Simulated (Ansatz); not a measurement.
**C₂H₂F₂Si: one species, many methods**

An exercise on one series of results from a longer session: the logs are not shown, and one member is left open.

Method: functionals in def2-TZVPP, the program's frozen cores in correlated methods; program: Ansatz 0.2.0, Gaussian basis.

Plan: LDA (SPW92), PBE-D4, revPBE-D4, BLYP-D4, r2SCAN-D4, B97M-V, PBE0-D4, B3LYP-D4, r2SCANh-D4, r2SCAN0-D4, HSE06-D4, BHLYP-D4, CAM-B3LYP-D4, LC-ωPBE, ωB97X-V, ωB97M-V, B2PLYP, PBE-QIDH; CCSD(T)/def2-SVP; CCSD(T)/def2-TZVPP; MP2/def2-QZVPP; extrapolation to the limit; RPA on PBE.

**The geometry**

The geometry comes from an earlier relaxation with PBE0-D4 in a triple-zeta def2 set; it is a stationary point, not always the lowest conformer.

SMILES `FC1=C(F)[SiH2]1`, 7 atoms, charge 0, spin multiplicity 1.

Atoms are counted from 1 here; the program's logs count them from 0.

Bond lengths: F1–C2 1.317 Å, C2–C3 1.324 Å, C2–Si5 1.818 Å, C3–F4 1.317 Å, C3–Si5 1.818 Å, Si5–H6 1.485 Å, Si5–H7 1.485 Å. Angles: F1–C2–C3 138.3°, F1–C2–Si5 153.1°, C3–C2–Si5 68.6°, C2–C3–F4 138.3°, C2–C3–Si5 68.6°, F4–C3–Si5 153.1°, C2–Si5–C3 42.7°, C2–Si5–H6 122.2°, C2–Si5–H7 122.2°, C3–Si5–H6 122.2°, C3–Si5–H7 122.2°, H6–Si5–H7 110.1°.

As a file:

```mol
C2H2F2Si
  3D, bonds by distance, orders not assigned

  7  7  0  0  0  0  0  0  0  0999 V2000
    0.3245   -1.5376    1.6720 F   0  0
    0.1153   -0.6973    0.6793 C   0  0
   -0.4849   -0.6922   -0.5013 C   0  0
   -1.1668   -1.5250   -1.2610 F   0  0
    0.2716    0.9206   -0.1362 Si  0  0
   -0.5335    2.0974    0.2783 H   0  0
    1.5350    1.3660   -0.7766 H   0  0
  1  2  8  0
  2  3  8  0
  3  4  8  0
  3  5  8  0
  5  6  8  0
  5  7  8  0
  2  5  8  0
M  END
```

The first run:

Contents of in.yaml:

```yaml
crystal:
  periodic: [false, false, false]
  atoms:
    - {symbol: F, position_ang: [0.324470, -1.537610, 1.672047]}
    - {symbol: C, position_ang: [0.115338, -0.697262, 0.679256]}
    - {symbol: C, position_ang: [-0.484917, -0.692197, -0.501334]}
    - {symbol: F, position_ang: [-1.166772, -1.525013, -1.260969]}
    - {symbol: Si, position_ang: [0.271597, 0.920638, -0.136157]}
    - {symbol: H, position_ang: [-0.533516, 2.097381, 0.278251]}
    - {symbol: H, position_ang: [1.535000, 1.365962, -0.776596]}
basis:
  gaussian: {orbitals: def2-TZVPP}
hamiltonian: {xc: lda}
output: {orbitals: {seedname: orbitals}}
```

Started as:

```console
> ansatz run in.yaml --threads 2 --pin off --events-out ev --progress --plain --max-ram 4352MiB
```

Among the steps run: LDA; PBE-D4 (GGA); revPBE-D4 (GGA); BLYP-D4 (GGA); r2SCAN-D4 (meta-GGA); B97M-V (meta-GGA); PBE0-D4 (hybrid); B3LYP-D4 (hybrid); r2SCANh-D4 (hybrid); r2SCAN0-D4 (hybrid); HSE06-D4 (hybrid); BHLYP-D4 (hybrid); CAM-B3LYP-D4 (range-separated); LC-ωPBE (range-separated); ωB97X-V (range-separated); ωB97M-V (range-separated); B2PLYP (double hybrid); PBE-QIDH (double hybrid).

One table of the session follows, with a row left open; its other results are not shown here.

```
  functional  HOMO (eV)  gap (eV)
 LDA (SPW92)      -6.85      5.15
      PBE-D4      -6.67      5.18
   revPBE-D4      -6.61      5.20
     BLYP-D4      -6.52      5.14
   r2SCAN-D4      -6.92      5.70
      B97M-V      -7.02      5.68
     PBE0-D4      -7.94      7.28
    B3LYP-D4      -7.70      6.82
  r2SCANh-D4      -7.39      6.47
  r2SCAN0-D4      -8.11      7.61
    HSE06-D4      -7.54      6.50
    BHLYP-D4          ?         ?
CAM-B3LYP-D4      -9.25      9.60
     LC-ωPBE     -10.59     12.10
     ωB97X-V     -10.22     11.62
     ωB97M-V     -10.11     11.23
```

Estimate the missing values for BHLYP-D4.

Worked estimate for «HOMO (eV)». Against the share of exact exchange, BLYP-D4 (0, -6.52), B3LYP-D4 (0.2, -7.70) give a slope of -5.90 per unit share; at 0.5 the line stands at -9.47.

**Answer.** HOMO (eV): -9.06; gap (eV): 9.25. In «HOMO (eV)» the line misses by -0.41.
